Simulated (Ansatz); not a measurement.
A trace of molecular dynamics of a periodic cell of 24 atoms, LiBH4 (host LiBH4, host structure P-1).

Method: DFT r2SCAN, scalar-relativistic, plane waves, PAW in Ansatz. Settings: cutoff 500 eV, k mesh 2x2x2, fermi-dirac smearing 0.05 eV, no spin polarisation.

```json
{"ensemble": "NVT, Langevin thermostat", "set temperature": "1950 K", "friction": "0.01 /fs", "seed": "614294"}
```

| time (fs) | T (K) | potential energy less start (eV) |
| --- | --- | --- |
| 0.0 | 1869 | 0.000 |
| 15.0 | 1861072 | 95.339 |
| 30.0 | 44001694 | 284.407 |
| 45.0 | 122687068 | 177.105 |
| 60.0 | 100075485 | 67.212 |
| 75.0 | 77838137 | 76.217 |

Problem. Can this run be trusted? Judge the integration.

Solution. The temperature shot up to 1.4e+08 K, far beyond the bath's, so the integration failed: the time step of 7.5 fs is too long for the fastest motions that this run met, and the later frames carry no physical meaning.

The run took 33 min on 1 thread of Arm Neoverse V2 (shared host), peak memory 0.87 GiB.
